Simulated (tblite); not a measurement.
# C4H9O4P (2-Ethoxy-2-oxo-1,3,2-dioxaphospholane): the cost of one run

Programs: tblite 0.8.0 and PySCF 2.14.0, with density-fitted response routines of our own. Each step states its level of theory. These are calculated values for one molecule in the gas phase, unless marked as measured. Atoms count from 0, in the outputs and in this text.

## (1) Starting geometry

18 atoms, charge 0, multiplicity 1; geometry from: force field or distance geometry start.

Bonds of the start (Å): C0–C1 1.53, C1–O2 1.41, O2–P3 1.62, P3–O4 1.50, P3–O5 1.63, O5–C6 1.42, C6–C7 1.52, C7–O8 1.42, O8–P3 1.61, C0–H9 1.10, C0–H10 1.09, C0–H11 1.08, C1–H12 1.08, C1–H13 1.10, C6–H14 1.10, C6–H15 1.09, C7–H16 1.10, C7–H17 1.10.

## (2) Geometry optimisation with GFN2-xTB

Job settings and geometry (Å):

```
{"job": {"kind": "relax", "xc": "GFN2-xTB", "basis": "xTB"}, "charge": 0, "multiplicity": 1}
C      2.847500    -0.963100    -0.387700
C      1.938400     0.166200     0.086100
O      0.695500    -0.386800     0.460000
P     -0.451000     0.680500     0.872800
O     -0.063300     1.709500     1.886800
O     -1.716500    -0.270500     1.263000
C     -2.420900    -0.546500     0.057500
C     -2.314800     0.741000    -0.743100
O     -0.985300     1.213800    -0.547500
H      2.387200    -1.468300    -1.243800
H      2.964100    -1.717200     0.394000
H      3.818900    -0.581700    -0.672000
H      1.803400     0.905100    -0.687600
H      2.393200     0.650100     0.964900
H     -3.460000    -0.813200     0.283100
H     -1.924800    -1.380600    -0.432600
H     -3.007100     1.500500    -0.361300
H     -2.513200     0.567600    -1.810800
```

The run is started by

```console
$ OMP_NUM_THREADS=1 python probes_run.py task.json out
```

This one command runs all jobs of the session in turn.

**Question.** How long does this first job take on 1 thread of Intel Xeon Platinum 8488C, shared host, and how much memory does it need?

About 1.1 s, with a peak of 0.18 GiB.
